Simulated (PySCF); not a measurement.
# AuH3: singlet, from a T-shaped start

The task is one start of a wider search on AuH3: the singlet, built as T-shaped. It is relaxed, tested by its Hessian and followed downhill if it is a saddle.

The runs use PySCF 2.14.0; PBE0, basis Au def2-TZVP with ECP60, H def2-TZVP, scalar-relativistic core potentials, no spin–orbit coupling, density fitting.

### 1 The system as given

4 atoms, charge 0, spin multiplicity 1.

Bond lengths: Au1–H2 1.560 Å, Au1–H3 1.560 Å, Au1–H4 1.560 Å. Angles: H2–Au1–H3 88.0°, H2–Au1–H4 88.0°, H3–Au1–H4 176.0°.

Z-matrix (Å, degrees; charge 0 multiplicity 1):
```
Au
H  1 1.5600
H  1 1.5599 2 88.00
H  1 1.5599 2 88.00 3 180.00
```

### 2 Relaxing the singlet from the T-shaped start

One driver script runs all steps and calls PySCF; scf.py shows how it sets up the SCF of each step. The optimiser is the driver's own. Before each start the driver seeks the lowest SCF state from one or more starting densities and follows internal instabilities, so scf.py alone need not reach the same state.

The program finds C2v symmetry in the start, which this walk keeps.

Contents of scf.py:

```python
from pyscf import gto, scf, dft
mol = gto.M(atom='''
Au     0.000000     0.000000    -0.008410
H      0.000000     0.000000     1.551590
H      1.559000    -0.000000     0.045990
H     -1.559000     0.000000     0.045990''',
    basis={'Au': 'def2-TZVP', 'H': 'def2-TZVP'},
    ecp={'Au': 'def2-TZVP'},
    charge=0, spin=0)
mf = dft.RKS(mol, xc='PBE0')
mf.grids.atom_grid = (50, 194)
aux = {'Au': 'def2-universal-JKFIT', 'H': 'def2-universal-JKFIT'}
mf = mf.density_fit(auxbasis=aux)
mf.kernel()
```

Steps of the walk:

| step | energy (Eh) | change (kJ/mol) | largest symmetric gradient (Eh/bohr) |
| --- | --- | --- | --- |
| 0 | -137.443932 | 0.00 | 0.02952 |
| 1 | -137.448458 | -11.88 | 0.00787 |
| 2 | -137.448911 | -13.07 | 0.00103 |
| 3 | -137.448917 | -13.09 | 0.00041 |
| 4 | -137.448918 | -13.09 | 0.00008 |

The walk ran for 5.5 s (4 threads, shared host).

Geometry (Å) and forces (eV/Å) at some steps:

```
step 0
Au   0.000   0.000  -0.008   0.000   0.000   0.936
H    0.000   0.000   1.552   0.000   0.000  -1.036
H    1.559   0.000   0.046   1.518   0.000   0.050
H   -1.559   0.000   0.046  -1.518   0.000   0.050
step 1
Au   0.000   0.000   0.001   0.000   0.000   0.328
H    0.000   0.000   1.525   0.000   0.000  -0.380
H    1.611   0.000   0.054   0.405   0.000   0.026
H   -1.611   0.000   0.054  -0.405   0.000   0.026
step 2
Au   0.000   0.000   0.005   0.000   0.000  -0.030
H    0.000   0.000   1.510   0.000   0.000   0.010
H    1.630   0.000   0.060   0.053   0.000   0.010
H   -1.630   0.000   0.060  -0.053   0.000   0.010
step 3
Au   0.000   0.000   0.004   0.000   0.000  -0.021
H    0.000   0.000   1.509   0.000   0.000   0.014
H    1.633   0.000   0.061   0.008   0.000   0.004
H   -1.633   0.000   0.061  -0.008   0.000   0.004
step 4
Au   0.000   0.000   0.003   0.000   0.000  -0.004
H    0.000   0.000   1.509   0.000   0.000   0.002
H    1.633   0.000   0.061  -0.001   0.000   0.001
H   -1.633   0.000   0.061   0.001   0.000   0.001
```

It settles in C2v symmetry, 13.1 kJ/mol below the start, after 4 steps: Au–H 1.506 Å, Au–H 1.634 Å (×2); H–Au–H 88.0° (×2), H–Au–H 175.9°.

### 3 Is it a minimum? Harmonic modes

The point is checked on the finer grid, and tightened if its gradient asks for it. The Hessian and the dipole derivatives come from central differences of analytic gradients, with steps of 0.01 bohr.

scf.py: that of step 2 with these lines changed.

```diff
@@ -3,4 +3,4 @@
-Au     0.000000     0.000000    -0.008410
-H      0.000000     0.000000     1.551590
-H      1.559000    -0.000000     0.045990
-H     -1.559000     0.000000     0.045990''',
+Au     0.000000    -0.000000    -0.008407
+H     -0.000000     0.000000     1.497783
+H      1.633348    -0.000000     0.050056
+H     -1.633348     0.000000     0.050056''',
@@ -11 +11 @@
-mf.grids.atom_grid = (50, 194)
+mf.grids.atom_grid = (75, 302)
```

This SCF starts from the last density.

Log of the central SCF (cycles and frontier levels):

```text
init E= -137.448938883876
  HOMO = -0.277512565456691  LUMO = -0.12104548553919  gap/eV = 4.25769
cycle= 1 E= -137.448938883864  delta_E= 1.27e-11  |g|= 1.11e-05  |ddm|= 1.34e-05
  HOMO = -0.277511724192317  LUMO = -0.121043977240417  gap/eV = 4.25770
cycle= 2 E= -137.448938883828  delta_E= 3.52e-11  |g|= 1.78e-05  |ddm|= 2.17e-05
  HOMO = -0.277512244954554  LUMO = -0.121044877388013  gap/eV = 4.25769
cycle= 3 E= -137.448938883885  delta_E= -5.7e-11  |g|= 8.43e-07  |ddm|= 1.35e-05
  HOMO = -0.27751223097899  LUMO = -0.121044889032591  gap/eV = 4.25769
Extra cycle  E= -137.448938883885  delta_E= 5.68e-14  |g|= 1.09e-06  |ddm|= 1.36e-06
converged SCF energy = -137.448938883885
```

The whole step took 14 s.

Geometry: C2v; Au–H 1.506 Å, Au–H 1.634 Å (×2); H–Au–H 88.0° (×2), H–Au–H 175.9°.

Modes, for the most abundant isotopes:

| symmetry | ω (cm⁻¹) | IR (km/mol) | μ (u) | type |
| --- | --- | --- | --- | --- |
| b2 | 431i | 286 | 1.01 | bend |
| b1 | 888 | 13.5 | 1.02 | bend |
| a1 | 933 | 10.9 | 1.02 | bend |
| b2 | 1879 | 743 | 1.02 | stretch |
| a1 | 2149 | 0.0 | 1.01 | stretch |
| a1 | 2456 | 18.4 | 1.01 | stretch |

With 1 mode imaginary (up to 431i cm⁻¹) this point is a saddle.

Properties at this point:

* Dipole moment: 0.47 D
* Highest occupied level: -7.55 eV
* Lowest empty level: -3.29 eV
* Rotational constants: 7.394, 3.135, 2.202 cm⁻¹
* Zero-point energy (real modes): 49.7 kJ/mol
* Principal polarisabilities: 25.7, 30.5, 55.8 bohr³
* Atomisation energy without zero-point energy: 639 kJ/mol
* Principal traceless quadrupole moments about the centre of mass: -8.11, 1.14, 6.97 D Å

Populations by atom (charges in e):

```csv
atom,Mulliken,Löwdin,polar tensor,Mayer order to Au1
Au1,0.29,0.39,0.38,–
H2,0.11,0.05,0.16,0.99
"H3,4",-0.20,-0.22,-0.27,0.68
```

Outer orbital energies (eV). occupied: -66.05, -13.77, -13.06, -11.32, -10.96, -10.57, -9.49, -7.55; empty: -3.29, -0.44, 1.25, 2.31.

Mulliken populations on Au1 (outside its core potential): s 3.05, p 6.30, d 9.35, f 0.01.

### 4 Downhill along the imaginary mode

The atoms are moved a little along the softest imaginary mode and relaxed again.

The program finds Cs symmetry in the start, which this walk keeps. Threshold on the gradient: 0.0003 Eh/bohr, with a further test on the energy change.

scf.py: that of step 3 with these lines changed.

```diff
@@ -3,4 +3,4 @@
-Au     0.000000    -0.000000    -0.008407
-H     -0.000000     0.000000     1.497783
-H      1.633348    -0.000000     0.050056
-H     -1.633348     0.000000     0.050056''',
+Au     0.000539    -0.000000    -0.008179
+H     -0.120000     0.000000     1.498010
+H      1.640657    -0.000000    -0.004784
+H     -1.626039     0.000000     0.105351''',
@@ -11 +11 @@
-mf.grids.atom_grid = (75, 302)
+mf.grids.atom_grid = (50, 194)
```

Energy and gradient, step by step:

| step | energy (Eh) | change (kJ/mol) | largest symmetric gradient (Eh/bohr) |
| --- | --- | --- | --- |
| 0 | -137.449168 | 0.00 | 0.00227 |
| 1 | -137.449241 | -0.19 | 0.00175 |
| 2 | -137.453151 | -10.46 | 0.01129 |
| 3 | -137.465842 | -43.78 | 0.02161 |
| 4 | -137.486308 | -97.51 | 0.04261 |
| 5 | -137.491838 | -112.03 | 0.04790 |
| 6 | -137.494297 | -118.49 | 0.02514 |
| 7 | -137.497975 | -128.14 | 0.02149 |
| 8 | -137.498910 | -130.60 | 0.01777 |
| 9 | -137.499419 | -131.94 | 0.00845 |
| 10 | -137.499495 | -132.13 | 0.00665 |
| 11 | -137.499530 | -132.23 | 0.00630 |
| 12 | -137.499569 | -132.33 | 0.00555 |
| 13 | -137.499591 | -132.39 | 0.00516 |
| 14 | -137.499677 | -132.61 | 0.00374 |
| 15 | -137.499792 | -132.91 | 0.00346 |
| 16 | -137.499931 | -133.28 | 0.00288 |
| 17 | -137.500013 | -133.49 | 0.00105 |
| 18 | -137.500031 | -133.54 | 0.00020 |
| 19 | -137.500032 | -133.54 | 0.00002 |

The walk took 15 s.

After 19 steps and 133.5 kJ/mol it ends at C2v: Au–H 1.576 Å, Au–H 1.835 Å, Au–H 1.838 Å, H–H 0.802 Å; Au–H–H 77.2°, Au–H–H 77.6°, H–Au–H 25.2°, H–Au–H 167.2°, H–Au–H 167.6°.

### 5 Hessian and properties

As before: finer grid, then central differences.

scf.py: that of step 4 with these lines changed.

```diff
@@ -3,4 +3,4 @@
-Au     0.000539    -0.000000    -0.008179
-H     -0.120000     0.000000     1.498010
-H      1.640657    -0.000000    -0.004784
-H     -1.626039     0.000000     0.105351''',
+Au     0.009233    -0.000000    -0.004147
+H     -1.461278     0.000000     1.096010
+H      1.446692    -0.000000    -0.649704
+H     -1.789970     0.000000     0.364113''',
@@ -11 +11 @@
-mf.grids.atom_grid = (50, 194)
+mf.grids.atom_grid = (75, 302)
```

Log of the central SCF (cycles and frontier levels):

```text
init E= -137.500090150323
  HOMO = -0.275446712981131  LUMO = -0.0337549291243988  gap/eV = 6.57677
cycle= 1 E= -137.500090150233  delta_E= 8.95e-11  |g|= 3.07e-05  |ddm|= 4.17e-05
  HOMO = -0.275453233111784  LUMO = -0.0337567702939356  gap/eV = 6.57690
cycle= 2 E= -137.500090150029  delta_E= 2.04e-10  |g|= 4.59e-05  |ddm|= 6.26e-05
  HOMO = -0.275449265236579  LUMO = -0.0337556409353548  gap/eV = 6.57682
cycle= 3 E= -137.500090150398  delta_E= -3.7e-10  |g|= 1.5e-06  |ddm|= 3.78e-05
  HOMO = -0.27544930123718  LUMO = -0.0337556558347991  gap/eV = 6.57682
cycle= 4 E= -137.500090150399  delta_E= -5.68e-13  |g|= 3.23e-08  |ddm|= 1.05e-06
  HOMO = -0.275449300728727  LUMO = -0.03375565583202  gap/eV = 6.57682
Extra cycle  E= -137.500090150399  delta_E= 1.14e-13  |g|= 2.52e-08  |ddm|= 5.47e-08
converged SCF energy = -137.500090150399
```

The whole step took 12 s.

Geometry: C2v; Au–H 1.576 Å, Au–H 1.837 Å (×2), H–H 0.802 Å; Au–H–H 77.4° (×2), H–Au–H 25.2°, H–Au–H 167.4° (×2).

Harmonic modes (main isotopes):

```csv
symmetry,ω (cm⁻¹),IR (km/mol)
b2,598,11.1
b1,646,3.8
a1,851,0.2
b2,1377,12.4
a1,2224,23.1
a1,3619,0.2
```

Every mode is real; the point is a minimum.

Properties at this point:

```yaml
Dipole_moment: 2.73 D
Highest_occupied_level: -7.50 eV
Lowest_empty_level: -0.92 eV
Rotational_constants: 51.97, 1.882, 1.817 cm⁻¹
Zero-point_energy: 55.7 kJ/mol
Principal_polarisabilities: 31.9, 34.1, 42.0 bohr³
Atomisation_energy_without_zero-point_energy: 773 kJ/mol
Principal_traceless_quadrupole_moments_about_the_centre_of_mass: -1.74, -0.88, 2.62 D Å
Entropy_at_298.15_K_and_1_bar: 235.7 J/(mol K)
Heat_capacity_Cp_at_298.15_K: 44.4 J/(mol K)
Enthalpy_at_298.15_K_above_0_K: 10.89 kJ/mol
Rotational_symmetry_number: 2
```

Populations by atom (charges in e):

| atom | Mulliken | Löwdin | polar tensor | Mayer order to Au1 |
| --- | --- | --- | --- | --- |
| Au1 | -0.04 | 0.06 | 0.03 | – |
| H2,4 | 0.06 | 0.07 | 0.06 | 0.22 |
| H3 | -0.08 | -0.21 | -0.16 | 0.96 |

Outer orbital energies (eV). occupied: -64.41, -15.96, -10.46, -9.78, -9.54, -8.95, -8.95, -7.50; empty: -0.92, -0.18, 0.50, 2.33.

Mulliken populations on Au1 (outside its core potential): s 3.28, p 6.11, d 9.65, f 0.01.

### 6 Stability of the closed shell

At the lowest minimum the closed shell is tested against spin polarisation, on the (50, 194) grid. It is stable.

### 7 All stationary points

| spin | group | bonds | imaginary modes (cm⁻¹) | ΔE (kJ/mol) | with zero-point energy |
| --- | --- | --- | --- | --- | --- |
| singlet | C2v | Au–H 1.576 Å, Au–H 1.837 Å (×2), H–H 0.802 Å | none | 0.0 | 0.0 |
| singlet | C2v | Au–H 1.506 Å, Au–H 1.634 Å (×2) | 431i | 134.3 | – |

### 8 Results

| quantity | value |
| --- | --- |
| minimum | singlet, C2v |
| geometry | Au–H 1.576 Å, Au–H 1.837 Å (×2), H–H 0.802 Å; Au–H–H 77.4° (×2), H–Au–H 25.2°, H–Au–H 167.4° (×2) |
| wavenumbers (cm⁻¹) | 598 (b2), 646 (b1), 851 (a1), 1377 (b2), 2224 (a1), 3619 (a1) |
| dipole moment | 2.73 D |
| highest occupied, lowest empty level | -7.50, -0.92 eV |
| polar-tensor charge of Au1 | +0.03 e |
| zero-point energy | 55.7 kJ/mol |
| entropy at 298.15 K | 235.7 J/(mol K) |
| atomisation energy (no zero-point energy) | 773 kJ/mol |

What this shows: From C2v at the start the molecule goes to a C2v minimum, after a first stop at a saddle point 134.3 kJ/mol higher, from which it was pushed off along an imaginary mode. In the infrared the band at 2224 cm⁻¹ (a1) leads. Only this shape and spin were tried, so other structures or states may lie lower. Spin–orbit coupling, left out here, can matter for elements this heavy.

The search up to here ran for 50 s (4 threads, shared host).
